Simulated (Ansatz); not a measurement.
# GaGe (F-43m) in Ansatz: settings compared

Aim: see how the results for GaGe move with the level of theory and the settings. Levels: BLYP, r2SCAN. Tasks: band structure.

Everything below comes from runs of Ansatz 0.2.0. Logs are shortened: lines on timing, memory, paths and dates and some standing lists are left out, and cuts for length are marked.

## 1. Starting point

Symmetry: F-43m, No. 216, cubic system. The conventional cell has a = 5.796 Å, b = 5.796 Å, c = 5.796 Å, α = 90.00°, β = 90.00°, γ = 90.00°. Ge (site symmetry -43m) is surrounded by 4 Ga at 2.51 Å. Around Ga (site symmetry -43m) lie 4 Ge at 2.51 Å.

The cell comes from a database or a generator and needn't be the stable form of this composition.

## 2. Band structure, BLYP

The input, input.yaml:

```yaml
crystal:
  lattice:
    - [0.0, 2.897844, 2.897844]
    - [2.897844, 0.0, 2.897844]
    - [2.897844, 2.897844, 0.0]
  atoms:
    - { symbol: Ge, position: [0.0, 0.0, 0.0] }
    - { symbol: Ga, position: [0.25, 0.25, 0.25] }
hamiltonian:
  xc: blyp
  pseudopotentials: { kind: paw }
kpoints:
  mp_grid: { grid: [8, 8, 8] }
  band_path:
    path:
      - [[0.0, 0.0, 0.0], [0.5, 0.0, 0.5], [0.5, 0.25, 0.75], [0.375, 0.375, 0.75], [0.0, 0.0, 0.0], [0.5, 0.5, 0.5], [0.625, 0.25, 0.625], [0.5, 0.25, 0.75], [0.5, 0.5, 0.5], [0.375, 0.375, 0.75]]
      - [[0.625, 0.25, 0.625], [0.5, 0.0, 0.5]]
    npoints: 14
scf:
  occupations: { method: fermi_dirac, width: 0.05 }
  n_extra_bands: 6
output:
  forces: true
  stress: true
  eigenvalues: true
  fatbands: false
```

Potentials or basis: Ansatz PAW.

Command:

```sh
ansatz run input.yaml --threads 2 --pin off --max-ram 5632MiB --backend cpu --events-out ev --progress --plain --runs-dir out
```

Standard output:

```text
Warning: RAYON_NUM_THREADS=2 ignored (pool sized by the plan → 2); use --threads N
scf.n_extra_bands = 6 over 14 filled bands (N_el = 27.0): the run solves 20 bands
Engine: ansatz 0.2.0, aarch64-unknown-linux-gnu
Pseudopotentials: kind: paw
Pseudopotential: Ge, paw, valence charge 14, recommended cutoff 420 eV (normal), Ge.paw.azcp
Pseudopotential: Ga, paw, valence charge 13, recommended cutoff 420 eV (normal), Ga.paw.azcp
Functional definition: BLYP
  parameter beta = 0.0042
  parameter a = 0.04918
  parameter b = 0.132
  parameter c = 0.2533
  parameter d = 0.349
  exchange = b88_x(beta = beta)
  correlation = lyp_c(a = a, b = b, c = c, d = d)
Crystal: 2 atoms, lattice volume = 48.669 Å³
Basis set: ecut = 420 eV, 941 PW (Γ), exchange–correlation on 60×60×60 points (8 copies of the dense FFT grid, shifted against one another)
Bands: 20, of which v1, the nominal top of the filled ones, is band 14 counted from 1 (13 counted from 0)
Symmetry: 24 space group operations
Space group: F-43m (ITA 216), of the structure as read, at distance tolerance 3.7e-5 Å
k-points: 29 of 512 (time reversal used)
Non-local potential: Ge, projectors of the file, l = 0: 2, l = 1: 2, l = 2: 3, l = 3: 1
Non-local potential: Ga, projectors of the file, l = 0: 2, l = 1: 2, l = 2: 3, l = 3: 1
PAW form: soft (Blöchl's): semilocal exchange-correlation on the pseudo side does not see the compensation charge
PAW frozen core: Ge, regenerated for the run's functional, and the local potential with it (the file was generated under x = pbe(κ = 0.804, μ = 0.2195149727645171), c = pbe(β = 0.06672455060314922))
PAW frozen core: Ga, regenerated for the run's functional, and the local potential with it (the file was generated under x = pbe(κ = 0.804, μ = 0.2195149727645171), c = pbe(β = 0.06672455060314922))
PAW one-centre angular grid: Ge, 590 points (default); XC on 64 Gauss nodes
PAW one-centre angular grid: Ga, 590 points (default); XC on 64 Gauss nodes
Initial density: superposition of atomic densities (neutral atoms: chi_scale 0, normalization atom), corrected by the library's trained network
Initial wavefunctions: pseudopotential atomic-orbital guess
Functional: x = b88, c = lyp
SCF iter   1: F=—  HF=-8097.875324 eV  |F-HF|=—  |Δ(HF+E_count)|=         —  Δρ=5.90e-3  dr2=1.39e-2  ethr=1.77e-3  ⟨swp⟩=6.0  Hψ=2861  notcnv=0
preconditioner: auto → LDOS  [insulator: Δε(μ)=0.261 eV  Ē_g=22.353 eV  σ=0.050 eV  W_gap=0.64  n_scr=14 (ndim 8)  ℏωp=27.7 eV  f_vac=0.056  D(μ)=1.09/eV (n_scr^D=8)  ε∞_Penn≈2.5  β→1.0]
SCF iter   2: F=—  HF=-8097.869737 eV  |F-HF|=—  |Δ(HF+E_count)|=   5.59e-3  Δρ=1.49e-3  dr2=6.05e-4  ethr=5.13e-5  ⟨swp⟩=2.1  Hψ=1033  notcnv=0  defer=49
SCF iter   3: F=—  HF=-8097.870372 eV  |F-HF|=—  |Δ(HF+E_count)|=   6.35e-4  Δρ=1.33e-3  dr2=5.15e-4  ethr=2.24e-6  ⟨swp⟩=2.0  Hψ=879  notcnv=0  defer=49
SCF iter   4: F=—  HF=-8097.869840 eV  |F-HF|=—  |Δ(HF+E_count)|=   5.33e-4  Δρ=1.86e-4  dr2=9.51e-6  ethr=1.91e-6  ⟨swp⟩=2.0  Hψ=771  notcnv=0  defer=49
SCF iter   5: F=—  HF=-8097.869823 eV  |F-HF|=—  |Δ(HF+E_count)|=   1.65e-5  Δρ=2.34e-5  dr2=1.37e-7  ethr=3.52e-8  ⟨swp⟩=2.0  Hψ=780  notcnv=0  defer=49
SCF iter   6: F=—  HF=-8097.869823 eV  |F-HF|=—  |Δ(HF+E_count)|=   1.03e-7  Δρ=1.36e-5  dr2=6.90e-8  ethr=3.70e-10  ⟨swp⟩=7.7  Hψ=2714  notcnv=0
SCF iter   7: F=-8097.869823 eV  HF=-8097.869823 eV  |F-HF|=3.66e-10  |Δ(HF+E_count)|=   7.16e-8  Δρ=1.88e-6  dr2=1.64e-9  ethr=2.56e-10  ⟨swp⟩=4.5  Hψ=2005  notcnv=0
SCF 1 converged in 7 iterations: F = -8097.869823 eV  dr2 = 1.64e-9
NSCF: frozen V_eff on 142 k-points
SCF converged after 7 iterations
Free energy (F): -8097.869823 eV
Harris-Foulkes:  -8097.869823 eV  (|F-HF|=3.66e-10)
Internal energy: -8097.861250 eV  (E = F + TS)
E sigma→0 (E₀):  -8097.865536 eV
Entropy (-TS):   -0.008573 eV (-4.287 meV/atom)
Fermi energy:    6.776144 eV
--- Per-component energies (eV) ---
  E_band       = -230.829985
  E_kinetic    = 226.699276
  E_local      = -4634.171398  (includes V_loc(G=0)·N_el)
  E_nonlocal   = 830.480349
  E_hartree    = 2089.867405
  E_xc         = -142.619647
  E_vxc        = -119.027142  (∫ρ·V_xc dr)
  E_paw        = -4026.707877  (= ΣΔE_a)
  E_vpaw       = -714.546980  (= ΣTr[D̂ρ^β])
  E_aug_tail   = 0.000189  (compensation charges beyond the density's cutoff)
  E_ewald      = -2441.536352
  E_core_change = 0.126804  (= ΣΔE_core)
  E_smearing   = -0.008573  (= −TS)
  E_closure    = -0.000000  (closes the sum)
  Σ components = -8097.869823   (vs F -8097.869823, Δ=0.00e0)
--- Forces (eV/Å), atoms counted from 1 ---
  atom   1  Ge     0.00000000    -0.00000000     0.00000000
  atom   2  Ga    -0.00000000    -0.00000000    -0.00000000
  max |Σ_I F_I| component: 9.02e-17 eV/Å
--- Stress (GPa, compression-positive) ---
        3.320121       0.000000       0.000000
        0.000000       3.320121      -0.000000
        0.000000      -0.000000       3.320121
  P = ⅓ Tr σ = 3.3201 GPa (33.201 kbar)
--- Band table (eV; the first three rows and the last of 29) ---
  k-point 0: bands = ["-17.2196", "-17.2196", "-17.2196", "-17.1999", "-17.1999", "-7.6593", "-7.6593", "-7.6593", "-7.5999", "-7.5999", "-3.7944", "8.4367", "8.4367", "8.4367", "8.5954", "11.1450", "11.1450", "11.1450", "14.7775", "17.6317"]
  k-point 1: bands = ["-17.2196", "-17.2192", "-17.2192", "-17.1998", "-17.1998", "-7.6633", "-7.6567", "-7.6567", "-7.6002", "-7.6002", "-3.6141", "6.2955", "8.1401", "8.1401", "9.5499", "11.5452", "11.5452", "11.9227", "15.6741", "16.7353"]
  k-point 2: bands = ["-17.2195", "-17.2183", "-17.2183", "-17.1995", "-17.1995", "-7.6729", "-7.6510", "-7.6510", "-7.6001", "-7.6001", "-3.0949", "4.0748", "7.6355", "7.6355", "9.2441", "12.1129", "12.1129", "13.8744", "16.2133", "16.5005"]
  k-point 28: bands = ["-17.2193", "-17.2179", "-17.2143", "-17.2004", "-17.1978", "-7.6974", "-7.6360", "-7.6271", "-7.6077", "-7.5988", "-0.7625", "1.0490", "4.6993", "4.8109", "12.4763", "12.7412", "12.9039", "13.4068", "18.8250", "19.4615"]
```

Run time: 4.2 s. Hardware: 2 threads of Arm Neoverse V1, shared host; peak memory 0.34 GiB.

Results:

```yaml
Free_energy: -8097.8698 eV
Pressure: 3.3 GPa
Band_gap_on_the_k_mesh: none (metal or under the smearing width)
```

Levels at the corners of the path, in eV from the Fermi level:
```tsv
point	band 10	band 11	band 12	band 13	band 14	band 15	band 16	band 17	band 18	band 19
Γ	-14.38	-10.57	1.66	1.66	1.66	1.82	4.37	4.37	4.37	8.00
X	-14.37	-7.61	-5.87	-1.23	-1.23	2.50	2.55	10.88	10.88	12.26
W	-14.37	-7.54	-5.73	-2.08	-1.97	5.70	5.97	6.13	6.63	12.05
K	-14.37	-7.70	-5.65	-2.44	-0.81	2.91	5.65	8.70	8.84	9.61
Γ	-14.38	-10.57	1.66	1.66	1.66	1.82	4.37	4.37	4.37	8.00
L	-14.37	-8.65	-5.36	0.37	0.37	2.02	5.41	5.41	8.50	11.53
U	-14.37	-7.70	-5.65	-2.44	-0.81	2.91	5.65	8.70	8.84	9.61
W	-14.37	-7.54	-5.73	-2.08	-1.97	5.70	5.97	6.13	6.63	12.05
L	-14.37	-8.65	-5.36	0.37	0.37	2.02	5.41	5.41	8.50	11.53
K	-14.37	-7.70	-5.65	-2.44	-0.81	2.91	5.65	8.70	8.84	9.61
U	-14.37	-7.70	-5.65	-2.44	-0.81	2.91	5.65	8.70	8.84	9.61
X	-14.37	-7.61	-5.87	-1.23	-1.23	2.50	2.55	10.88	10.88	12.26
```

Caveat: the PAW data sets come from PBE, with cores solved anew for the run's functional, which leaves a small shift of forces and pressure.

## 3. Band structure, r2SCAN

Edit input.yaml of step 2 so:

```diff
@@ -9,3 +9,3 @@
 hamiltonian:
-  xc: blyp
+  xc: r2scan
   pseudopotentials: { kind: paw }
@@ -25,2 +25,2 @@
   eigenvalues: true
-  fatbands: false
+  fatbands: true
```

Potentials or basis: Ansatz PAW.

Command:

```sh
ansatz run input.yaml --threads 2 --pin off --max-ram 5632MiB --backend cpu --events-out ev --progress --plain --runs-dir out
```

Wall time 12 s (2 threads of Arm Neoverse V1, shared host); peak memory 0.44 GiB.

Results (log left out):

```
Free energy            : -8092.8060 eV
Pressure               : -2.2 GPa
Band gap on the k mesh : none (metal or under the smearing width)
```

Levels at the corners of the path, in eV from the Fermi level:
```
point  band 11  band 12  band 13  band 14  band 15  band 16  band 17  band 18
    Γ   -10.97     1.77     1.77     1.77     2.58     4.63     4.63     4.63
    X    -7.79    -6.00    -1.32    -1.32     2.64     2.75    11.72    11.72
    W    -7.70    -5.83    -2.22    -2.10     6.21     6.21     6.62     6.92
    K    -7.87    -5.76    -2.60    -0.87     3.12     6.01     9.35     9.42
    Γ   -10.97     1.77     1.77     1.77     2.58     4.63     4.63     4.63
    L    -8.90    -5.54     0.39     0.39     2.45     5.68     5.68     8.83
    U    -7.87    -5.76    -2.60    -0.87     3.12     6.01     9.35     9.42
    W    -7.70    -5.83    -2.22    -2.10     6.21     6.21     6.62     6.92
    L    -8.90    -5.54     0.39     0.39     2.45     5.68     5.68     8.83
    K    -7.87    -5.76    -2.60    -0.87     3.12     6.01     9.35     9.42
    U    -7.87    -5.76    -2.60    -0.87     3.12     6.01     9.35     9.42
    X    -7.79    -6.00    -1.32    -1.32     2.64     2.75    11.72    11.72
```

Caveat: the PAW data sets come from PBE, with cores solved anew for the run's functional, which leaves a small shift of forces and pressure.
